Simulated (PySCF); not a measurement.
# ClH2O2Sc: the cost of one run

Computed with PySCF 2.14.0; each step states its level. No surroundings beyond the atoms listed, unless a continuum is named. Atoms count from 0, parts from 1.

### Step 1. Starting point

Each species was relaxed by itself at PBE0-D3(BJ)/def2-SVPD.

### Step 2. Reaction energy: wB97M-D3(BJ)/def2-TZVPD

Job settings and geometry (Å):

```
{"job": {"kind": "react", "xc": "wB97M-D3(BJ)", "basis": "def2-TZVPD"}, "charge": 0, "multiplicity": 1}
-1 FH2O2Sc charge 0 multiplicity 1
O      0.409330     1.544180     0.527110
Sc    -0.252080    -0.188190     0.354340
O      0.077490    -1.216080    -1.164530
F     -1.280820    -0.893870     1.737160
H      0.774860     2.424350     0.525540
H      0.271230    -1.670400    -1.979620

-1 ClH charge 0 multiplicity 1
Cl     0.644600     0.000080     0.014310
H     -0.643380     0.001840    -0.010770

+1 ClH2O2Sc charge 0 multiplicity 1
O     -0.216220     1.205120    -1.144180
Sc    -0.155910     0.131870     0.358240
O      0.587320    -1.557630     0.255040
Cl    -0.994620     0.932470     2.383770
H     -0.209920     1.697990    -1.960670
H      0.989320    -2.409830     0.107870

+1 FH charge 0 multiplicity 1
F      0.455360     0.000720    -0.065820
H     -0.455360    -0.000720     0.065820
```

Level: wB97M-D3(BJ)/def2-TZVPD reaction energy of separated species, gas phase.

On the command line:

```
OMP_NUM_THREADS=1 python cluster_run.py task.json out
```

One launch serves the whole session: the jobs run in the order shown.

**Question.** How long does this first job take on 1 thread of Arm Neoverse V1, shared host, and how much memory does it need?

About 30 s, with a peak of 0.68 GiB.
